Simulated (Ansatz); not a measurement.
# GeH5SN (built from SMILES [NH2][GeH2][SH]): search for a transition state

Aim: find the saddle point of a 1,2-elimination that is to form S2–H4 and break Ge1–S2, N3–H4, prove it by its vibrations, and relax downhill on both sides to see what it joins.

Program: Ansatz 0.2.0, Gaussian basis. Level of theory: PBE0-D4, def2-SVP first, then def2-TZVP. These are calculated values, not measurements.

## (1) The system as given

The guess: 8 atoms, charge 0, spin multiplicity 1.

Atoms are counted from 1 here; the program's logs count them from 0.

Bond lengths: Ge1–S2 2.626 Å, Ge1–N3 1.777 Å, Ge1–H5 1.515 Å, Ge1–H6 1.527 Å, S2–H7 1.326 Å, N3–H8 1.010 Å. Angles: S2–Ge1–N3 79.0°, S2–Ge1–H5 108.4°, S2–Ge1–H6 107.3°, N3–Ge1–H5 115.0°, N3–Ge1–H6 129.2°, H5–Ge1–H6 110.4°, Ge1–S2–H7 91.4°, Ge1–N3–H8 123.9°.

As a file:

```xyz
8
GeH5NS
Ge   -0.08250   -0.08410    0.95660
S     1.56400    0.48050   -1.00960
N    -1.20520   -0.03420   -0.42040
H    -0.22200    0.41090   -1.20990
H     0.24210   -1.47320    1.46770
H     0.14580    0.95360    2.05400
H     1.59610   -0.78880   -1.39150
H    -2.03830    0.53540   -0.44700
```

Distances that are to change: S2–H4 1.80 Å, Ge1–S2 2.63 Å, N3–H4 1.34 Å.

## (2) Constrained relaxation of the guess

hold/in.yaml

```yaml
crystal:
  periodic: [false, false, false]
  atoms:
    - {symbol: Ge, position_ang: [-0.082500, -0.084100, 0.956600]}
    - {symbol: S, position_ang: [1.564000, 0.480500, -1.009600]}
    - {symbol: N, position_ang: [-1.205200, -0.034200, -0.420400]}
    - {symbol: H, position_ang: [-0.222000, 0.410900, -1.209900]}
    - {symbol: H, position_ang: [0.242100, -1.473200, 1.467700]}
    - {symbol: H, position_ang: [0.145800, 0.953600, 2.054000]}
    - {symbol: H, position_ang: [1.596100, -0.788800, -1.391500]}
    - {symbol: H, position_ang: [-2.038300, 0.535400, -0.447000]}
basis:
  gaussian: {orbitals: def2-SVP}
hamiltonian: {xc: pbe0, dispersion: d4}
relax: {f_tol: 0.08, max_steps: 120, escape_saddle: false, constraints: [{distance: [1, 3]}, {distance: [0, 1]}, {distance: [2, 3]}]}
```

No record of the launch command was kept for these runs.

After this run come: Saddle search in the small basis; Saddle search in triple zeta; Checking the order of the point; Relaxing after a step of 0.30 Å one way along the mode; Relaxing after a step of 0.30 Å the other way along the mode.

**Question.** What will these runs give? Wanted: imaginary mode; barrier from the start side; barrier from the end side; energy of the step; pairs that change; zero-point energy at the saddle.

As calculated:

| quantity | value |
| --- | --- |
| imaginary mode | 578i cm⁻¹ |
| barrier from the start side | 278.6 kJ/mol |
| barrier from the end side | 17.7 kJ/mol |
| energy of the step | +260.8 kJ/mol |
| pairs that change | S2–H4 formed, Ge1–S2 broken, N3–H4 broken |
| zero-point energy at the saddle | 1.213 eV |

In words: The point has a single imaginary mode (578i cm⁻¹), as a transition state must. Going downhill both ways gives the intended start and end. At PBE0-D4/def2-TZVP the electronic barrier is 278.6 kJ/mol, about 112 kT at 298 K, and the step runs 260.8 kJ/mol uphill. A step off the saddle overshot and began above it in energy, so the link to its end is likely but not proven.
